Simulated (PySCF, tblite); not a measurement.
**C₆H₉O₃ radical: geometry, infrared bands and EPR parameters**

Aim: predict the infrared bands and EPR parameters of C₆H₉O₃ radical (`C/C=[C]/OCCC(=O)O`).

Computed with tblite 0.8.0 and PySCF 2.14.0, with density-fitted response routines of our own, on a single molecule in the gas phase. Atoms are numbered from 0 throughout.

## 1. The molecule as given

18 atoms, charge 0, multiplicity 2; geometry from: force field or distance geometry start.

Bonds of the start (Å): C0–C1 1.50, C1–C2 1.32, C2–O3 1.42, O3–C4 1.44, C4–C5 1.49, C5–C6 1.48, C6–O7 1.28, C6–O8 1.40, C0–H9 1.10, C0–H10 1.11, C0–H11 1.11, C1–H12 1.09, C4–H13 1.13, C4–H14 1.11, C5–H15 1.13, C5–H16 1.12, O8–H17 1.01.

## 2. Optimising the geometry with GFN2-xTB

The job: settings as JSON, then the geometry in Å.

```
{"job": {"kind": "relax", "xc": "GFN2-xTB", "basis": "xTB"}, "charge": 0, "multiplicity": 2}
C      3.747500     0.262100    -0.108600
C      2.293500     0.108900    -0.450100
C      1.400200     1.035900    -0.173800
O      0.033200     0.869300    -0.511200
C     -0.542300    -0.439600    -0.369000
C     -1.985200    -0.510500    -0.749300
C     -2.887800     0.349800     0.042700
O     -2.482000     1.105400     0.989300
O     -4.248000     0.279300    -0.298800
H      4.271800    -0.699500    -0.248700
H      4.191100     0.988600    -0.819600
H      3.860900     0.557200     0.955000
H      2.023900    -0.843000    -0.911600
H      0.011800    -1.090300    -1.103500
H     -0.312100    -0.854800     0.634100
H     -2.305100    -1.566900    -0.510800
H     -2.152900    -0.382300    -1.845000
H     -4.927300     0.836800     0.202400
```

On the command line:

```console
$ OMP_NUM_THREADS=1 python probes_run.py task.json out
```

The driver reads the jobs from task.json and runs them one after another.

The log of the run:

```text
step      E/eV     max force
  0    -802.31966    5.600
  1    -802.75050    6.793
  2    -803.00490    1.292
  3    -803.06025    0.665
  4    -803.13744    1.131
  5    -803.16625    0.657
  6    -803.19251    0.371
  7    -803.20396    0.307
  8    -803.21160    0.240
  9    -803.21660    0.236
 10    -803.22165    0.223
 11    -803.22690    0.281
 12    -803.23277    0.257
 13    -803.24021    0.223
 14    -803.25069    0.253
 15    -803.26389    0.282
 16    -803.27691    0.301
 17    -803.28840    0.315
 18    -803.29982    0.281
 19    -803.30876    0.215
 20    -803.31503    0.178
 21    -803.32054    0.163
 22    -803.32576    0.209
 23    -803.33025    0.220
 24    -803.33354    0.160
 25    -803.33621    0.130
 26    -803.33898    0.120
 27    -803.34180    0.138
 28    -803.34423    0.120
 29    -803.34620    0.106
 30    -803.34808    0.120
 31    -803.35010    0.138
 32    -803.35205    0.109
 33    -803.35352    0.086
 34    -803.35448    0.092
 35    -803.35524    0.082
 36    -803.35606    0.120
 37    -803.35707    0.076
 38    -803.35787    0.058
 39    -803.35860    0.088
 40    -803.35955    0.120
 41    -803.36071    0.126
 42    -803.36213    0.090
 43    -803.36377    0.119
 44    -803.36574    0.151
 45    -803.36817    0.169
 46    -803.37117    0.167
 47    -803.37192    0.472
 48    -803.37670    0.145
 49    -803.37952    0.123
 50    -803.38435    0.139
 51    -803.38626    0.130
 52    -803.39070    0.192
 53    -803.39399    0.181
 54    -803.39572    0.475
 55    -803.39950    0.164
 56    -803.40115    0.156
 57    -803.40383    0.238
 58    -803.40540    0.127
 59    -803.40852    0.121
 60    -803.41069    0.076
 61    -803.41147    0.177
 62    -803.41268    0.084
 63    -803.41384    0.063
 64    -803.41566    0.064
 65    -803.41626    0.081
 66    -803.41706    0.088
 67    -803.41767    0.070
 68    -803.41820    0.056
 69    -803.41851    0.056
 70    -803.41867    0.058
 71    -803.41897    0.052
 72    -803.41931    0.040
 73    -803.41987    0.034
 74    -803.42024    0.052
 75    -803.42066    0.089
 76    -803.42102    0.097
 77    -803.42149    0.039
 78    -803.42180    0.041
 79    -803.42214    0.063
 80    -803.42246    0.060
 81    -803.42279    0.081
 82    -803.42296    0.063
 83    -803.42331    0.053
 84    -803.42356    0.055
 85    -803.42405    0.034
 86    -803.42427    0.032
 87    -803.42451    0.028
 88    -803.42464    0.040
 89    -803.42476    0.046
 90    -803.42486    0.045
 91    -803.42498    0.039
 92    -803.42509    0.030
 93    -803.42518    0.025
 94    -803.42526    0.023
 95    -803.42534    0.028
 96    -803.42546    0.030
 97    -803.42565    0.032
 98    -803.42590    0.038
 99    -803.42615    0.038
100    -803.42635    0.033
101    -803.42652    0.029
102    -803.42669    0.028
103    -803.42685    0.023
104    -803.42693    0.014
105    -803.42697    0.015
106    -803.42700    0.014
107    -803.42703    0.012
108    -803.42706    0.013
109    -803.42709    0.012
110    -803.42712    0.014
111    -803.42716    0.018
112    -803.42724    0.022
113    -803.42738    0.037
114    -803.42759    0.039
115    -803.42784    0.044
116    -803.42808    0.044
117    -803.42837    0.037
118    -803.42879    0.048
119    -803.42941    0.063
120    -803.43007    0.077
121    -803.43060    0.079
122    -803.43115    0.100
123    -803.43170    0.075
124    -803.43219    0.155
125    -803.43274    0.063
126    -803.43338    0.032
127    -803.43369    0.037
128    -803.43393    0.030
129    -803.43408    0.032
130    -803.43419    0.030
131    -803.43428    0.030
132    -803.43442    0.033
133    -803.43462    0.035
134    -803.43486    0.030
135    -803.43503    0.031
136    -803.43523    0.032
137    -803.43549    0.043
138    -803.43581    0.050
139    -803.43608    0.044
140    -803.43629    0.044
141    -803.43650    0.044
142    -803.43677    0.036
143    -803.43712    0.031
144    -803.43729    0.026
145    -803.43746    0.029
146    -803.43763    0.035
147    -803.43785    0.040
148    -803.43811    0.041
149    -803.43834    0.034
150    -803.43852    0.043
151    -803.43865    0.053
152    -803.43887    0.045
153    -803.43911    0.029
154    -803.43922    0.046
155    -803.43934    0.034
156    -803.43945    0.038
157    -803.43956    0.026
158    -803.43966    0.024
159    -803.43975    0.022
160    -803.43981    0.014
161    -803.43984    0.011
162    -803.43986    0.011
163    -803.43986    0.019
164    -803.43987    0.005
```

It took 0.91 s on 1 thread of Arm Neoverse V2, shared host.

Relaxation path: (not every step is listed)

| step | energy from step 0 (eV) | largest force (eV/Å) |
| --- | --- | --- |
| 0 | 0.0000 | 5.6003 |
| 1 | -0.4308 | 6.7933 |
| 2 | -0.6852 | 1.2923 |
| 3 | -0.7406 | 0.6653 |
| 4 | -0.8178 | 1.1306 |
| 5 | -0.8466 | 0.6573 |
| 6 | -0.8728 | 0.3712 |
| 7 | -0.8843 | 0.3067 |
| 8 | -0.8919 | 0.2401 |
| 23 | -1.0106 | 0.2198 |
| 38 | -1.0382 | 0.0581 |
| 53 | -1.0743 | 0.1811 |
| 68 | -1.0985 | 0.0560 |
| 83 | -1.1037 | 0.0528 |
| 98 | -1.1062 | 0.0383 |
| 113 | -1.1077 | 0.0366 |
| 128 | -1.1143 | 0.0296 |
| 143 | -1.1175 | 0.0307 |
| 158 | -1.1200 | 0.0237 |
| 159 | -1.1201 | 0.0217 |
| 160 | -1.1201 | 0.0136 |
| 161 | -1.1202 | 0.0108 |
| 162 | -1.1202 | 0.0109 |
| 163 | -1.1202 | 0.0194 |
| 164 | -1.1202 | 0.0051 |

Close pairs (by a distance rule), those that changed most:

```
  bond  before (Å)  after (Å)  change (Å)
 C2–O3       1.418      1.312      -0.106
 C6–O7       1.277      1.200      -0.078
 C6–O8       1.404      1.335      -0.069
O8–H17       1.012      0.971      -0.041
C5–H15       1.129      1.092      -0.038
 C5–C6       1.477      1.514      +0.037
C4–H13       1.127      1.097      -0.030
 C4–C5       1.494      1.523      +0.029
```

The end geometry stands in the next job.

## 3. Harmonic vibrations with GFN2-xTB

The job: settings as JSON, then the geometry in Å.

```
{"job": {"kind": "ir", "xc": "GFN2-xTB", "basis": "xTB"}, "charge": 0, "multiplicity": 2}
C      3.487528     0.606234     0.136963
C      2.266999    -0.009754    -0.472621
C      1.188208     0.658299    -0.803696
O     -0.024448     0.389307    -1.224812
C     -0.647715    -0.837214    -0.822127
C     -2.157176    -0.632902    -0.840162
C     -2.588842     0.233816     0.323470
O     -2.146361     0.168426     1.436759
O     -3.553650     1.087573    -0.026967
H      3.753573     0.079622     1.053223
H      4.334282     0.534125    -0.545721
H      3.310652     1.651590     0.370776
H      2.373673    -1.069776    -0.731474
H     -0.352347    -1.622179    -1.529103
H     -0.311688    -1.109714     0.184647
H     -2.656571    -1.598830    -0.743275
H     -2.467953    -0.159545    -1.770797
H     -3.816924     1.637238     0.728502
```

The log of the run:

```text
mode    cm-1     km/mol
  1      12.3      1.24
  2      29.1      4.00
  3      61.5      2.66
  4     111.7      1.48
  5     132.7      0.62
  6     178.3      0.34
  7     219.6      4.06
  8     260.3      1.10
  9     320.9      4.37
 10     384.7      2.07
 11     436.7      7.56
 12     530.1     28.93
 13     573.8     23.78
 14     628.4     66.99
 15     681.0    149.88
 16     697.3     20.28
 17     829.1      9.11
 18     837.6      8.85
 19     934.2      0.73
 20     963.1     35.28
 21    1012.4     31.53
 22    1035.6      7.98
 23    1069.6      9.15
 24    1095.1     24.02
 25    1129.8    123.05
 26    1152.1    203.08
 27    1167.5     75.17
 28    1187.3     25.32
 29    1218.7     75.00
 30    1252.4     88.71
 31    1306.6     24.97
 32    1319.9     86.85
 33    1398.0      1.15
 34    1412.6     15.39
 35    1445.5      1.45
 36    1478.7      4.37
 37    1485.5      2.23
 38    1727.0    128.32
 39    1799.2    434.74
 40    2824.8     40.13
 41    2903.5     35.82
 42    2937.2     15.95
 43    2980.8      7.48
 44    2989.8     37.81
 45    3007.9     37.59
 46    3021.8      5.97
 47    3058.5     25.50
 48    3441.4     32.57
```

Run time: 0.48 s. Hardware: 1 thread of Arm Neoverse V2, shared host.

The strongest bands and the atoms that carry them (share of the mass-weighted mode):

```
cm⁻¹  km/mol                                  atoms
 681   149.9             H17 43 %, C6 23 %, O8 14 %
1130   123.0   H16 20 %, O8 15 %, C4 15 %, H17 11 %
1152   203.1  H17 21 %, H15 19 %, O8 16 %, H16 11 %
1168    75.2    H12 27 %, O3 18 %, C2 16 %, C1 10 %
1252    88.7    H12 45 %, C1 16 %, C2 11 %, O3 10 %
1320    86.8   H16 28 %, C5 24 %, H14 19 %, C6 12 %
1727   128.3                       C2 53 %, C1 42 %
1799   434.7                       C6 63 %, O7 35 %
```

## 4. g tensor and hyperfine couplings: B3LYP/pcH-1

The job, as its differences from that of step 3:

```diff
@@ -1,2 +1,2 @@
-{"job": {"kind": "ir", "xc": "GFN2-xTB", "basis": "xTB"}, "charge": 0, "multiplicity": 2}
+{"job": {"kind": "epr", "basis": "pcH-1"}, "charge": 0, "multiplicity": 2}
 C      3.487528     0.606234     0.136963
```

Level: UKS B3LYP, pcH-1 on C H O, non-relativistic, mean-field spin-orbit, GIAO.

The log of the run:

```text
UKS, coarse grid
  cycle   1  E = -459.44657720  |g| = 7.88e-01
  cycle   2  E = -458.98379014  |g| = 1.38e+00
  cycle   3  E = -459.64666916  |g| = 2.63e-01
  cycle   4  E = -459.67061112  |g| = 8.32e-02
  cycle   5  E = -459.67268245  |g| = 2.49e-02
  cycle   6  E = -459.67297837  |g| = 6.25e-03
  cycle   7  E = -459.67300758  |g| = 2.84e-03
  cycle   8  E = -459.67301677  |g| = 2.09e-03
  cycle   9  E = -459.67302275  |g| = 9.21e-04
UKS, final grid
  cycle   1  E = -459.67301965  |g| = 1.35e-03
  cycle   2  E = -459.67301785  |g| = 2.62e-03
  cycle   3  E = -459.67302087  |g| = 2.82e-04
  cycle   4  E = -459.67302097  |g| = 1.88e-04
  cycle   5  E = -459.67302108  |g| = 1.70e-04
  cycle   6  E = -459.67302110  |g| = 2.07e-05
  cycle   7  E = -459.67302110  |g| = 7.69e-06
E = -459.67302110 Eh   <S^2> = 0.7561 (exact 0.7500)
g shifts (ppm)      1          2          3
  rmc          -189       -189       -189
  gc             23         26         -7
  oz_so        -322        -53       1163
  total        -488       -215        967
hyperfine (MHz)  atom isotope    a_iso     a_fc   dipolar eigenvalues
    0   13C      32.40      32.40     -2.46     -2.34      4.80
    1   13C      63.58      63.58    -16.98     -4.26     21.25
    2   13C     432.10     432.10    -72.60    -54.98    127.58
    3   17O    -136.56    -136.56    -34.18     16.71     17.47
    4   13C      30.94      30.94     -6.08     -5.21     11.29
    5   13C      -2.56      -2.56     -0.49     -0.42      0.91
    6   13C       0.09       0.09     -0.36     -0.35      0.71
    7   17O      -0.03      -0.03     -0.33      0.14      0.19
    8   17O      -0.04      -0.04     -0.26      0.11      0.15
    9    1H      -7.68      -7.68     -2.54     -2.09      4.63
   10    1H      -1.57      -1.57     -2.27     -2.07      4.34
   11    1H      -2.32      -2.32     -5.19     -3.09      8.29
   12    1H     118.08     118.08     -6.13     -1.07      7.19
   13    1H      12.77      12.77     -4.08     -1.12      5.20
   14    1H      -2.59      -2.59     -4.69     -2.12      6.82
   15    1H       1.51       1.51     -1.11     -0.83      1.95
   16    1H       0.40       0.40     -1.72     -1.40      3.12
   17    1H       0.00       0.00     -0.59     -0.52      1.11
```

Run time: 95 s. Hardware: 1 thread of Arm Neoverse V2, shared host; peak memory 0.98 GiB.

Principal g values 2.00183, 2.00210, 2.00329; g(iso) = 2.00241, against 2.00232 for a free electron.

Hyperfine couplings; where a row names several nuclei, a(iso) is their mean (it holds for fast rotation or exchange) and the dipolar term the largest among them:

```csv
nuclei,isotope,a(iso) (MHz),"a(iso) (G, at g = 2.0023)",largest dipolar term (MHz)
C2,13C,432.1,154.2,127.6
O3,17O,-136.6,-48.7,-34.2
H12,1H,118.1,42.1,7.2
C1,13C,63.6,22.7,21.2
C0,13C,32.4,11.6,4.8
C4,13C,30.9,11.0,11.3
"H13, H14",1H,5.1,1.8,6.8
"H9, H10, H11",1H,-3.9,-1.4,8.3
C5,13C,-2.6,-0.9,0.9
"H15, H16",1H,1.0,0.3,3.1
C6,13C,0.1,0.0,0.7
O8,17O,0.0,0.0,-0.3
O7,17O,0.0,0.0,-0.3
H17,1H,0.0,0.0,1.1
```

Mulliken spin populations:

C0 0.02; C1 -0.08; C2 0.88; O3 0.06; C4 0.05; C5 0.00; C6 0.00; O7 0.00; O8 0.00; H9 0.00; H10 0.00; H11 0.01; H12 0.07; H13 0.01; H14 0.00; H15 0.00; H16 0.00; H17 0.00

In first order the couplings over 0.8 MHz of 1H give 72 distinct lines over 50.6 G, if the averaged nuclei exchange fast; the same motion can average rows kept apart here too.

The fields below are evaluated on a grid from the run's orbitals.

ELF in a plane through or near 8 of the atoms.

Ten even steps from ' ' (0.00) to '@' (1.00):
```
                                                        
                                                        
                                                        
            ..::..                      ==**--          
          ::##@@##                    --%%%%##          
          **@@@@@@..  ::::            ++%%@@**          
          ++@@@@@@  ..**==          ::######++..        
      ..--++##@@**  ++%%**::::    ::==##--%%%%--        
      ##@@@@##==**--##++++==**::  ::====**%%##--        
    ..@@@@@@@@**%%--%%::++####==  --**::..====..        
      @@@@@@##--++--##**++**%%++++++++++..              
      ==%%##....++##==::..==**==##**++##--              
        ..    ..++##--    ..++**++==##**::              
                --++..    ==@@@@::  ::::..              
                ....      %%@@@@--                      
                          ++@@%%..                      
                            ::..                        
                                                        
                                                        
                                                        
```
The map spans 13.9 Å across and 9.4 Å up, centred on the molecule. Atoms in the plane (x, y in Å): C0 (-3.5, 0.6), C1 (-2.3, -0.2), C5 (2.2, -0.7), O8 (3.5, 1.2), H10 (-4.3, 0.1), H11 (-3.4, 1.5), H13 (0.5, -2.0), H17 (3.7, 2.1).

log10 of the density (e/Å³) in the same plane.

Ten even steps from '0' (-4.0) to '9' (0.9):
```
0000000000000000000000000000
0000000000000000000000000000
0000001110000000000122200000
0000122322100000012344320000
0001234443221100223566531000
0002356764443322345688642000
0013467875555433456898743000
0124578876676655567899753000
0125678877887766567788642000
0135688888898887677766532000
0124677678887888788764320000
0023455577766788788764310000
0012334566655677777764200000
0000122345444677656543200000
0000001233334566544432100000
0000000112113444332221000000
0000000000001233211100000000
0000000000000111100000000000
0000000000000000000000000000
0000000000000000000000000000
```
The map spans 13.9 Å across and 9.4 Å up, centred on the molecule. Atoms in the plane (x, y in Å): C0 (-3.5, 0.6), C1 (-2.3, -0.2), C5 (2.2, -0.7), O8 (3.5, 1.2), H10 (-4.3, 0.1), H11 (-3.4, 1.5), H13 (0.5, -2.0), H17 (3.7, 2.1).

On the surface of density 0.002 e/bohr³ the electrostatic potential runs, from the 1st to the 99th percentile, from -1.52 V near O7 to 2.42 V near H17.

The spin density lies nearest to C2 68 %; O3 9 %; C1 7 % (both signs).

## 5. What came out

| quantity | value |
| --- | --- |
| strongest single infrared mode (GFN2-xTB) | 1799 cm⁻¹, 435 km/mol |
| zero-point energy (GFN2-xTB) | 86.7 kcal/mol |
| g(iso) (B3LYP) | 2.00241 |
| ⟨S²⟩ | 0.756 (exact 0.75) |
| largest a(iso) (averaged by class) | 13C on C2, 432.1 MHz |
| potential on the surface of density 0.002 e/bohr³, 1st and 99th percentile | -1.52 V and 2.42 V |

**Reading.** Relaxing lowered the energy by 1.120 eV in 164 steps; the close pair that moved most is C2–O3, from 1.418 to 1.312 Å. All 48 modes are real, so the xTB geometry is a minimum. The strongest single mode, at 1799 cm⁻¹, moves mainly C6 and O7. GFN2-xTB is a fitted tight-binding method: band positions and strengths are rough. Its intensities can rank the bands wrongly. C2 carries the largest spin population, 0.88 e. The isotropic g lies 0.1 ppt above the free-electron value. These values are for one conformer; the search (at its own cheap level) found 2 more, at 0.50, 1.92 kcal/mol, and measured spectra average over such forms.
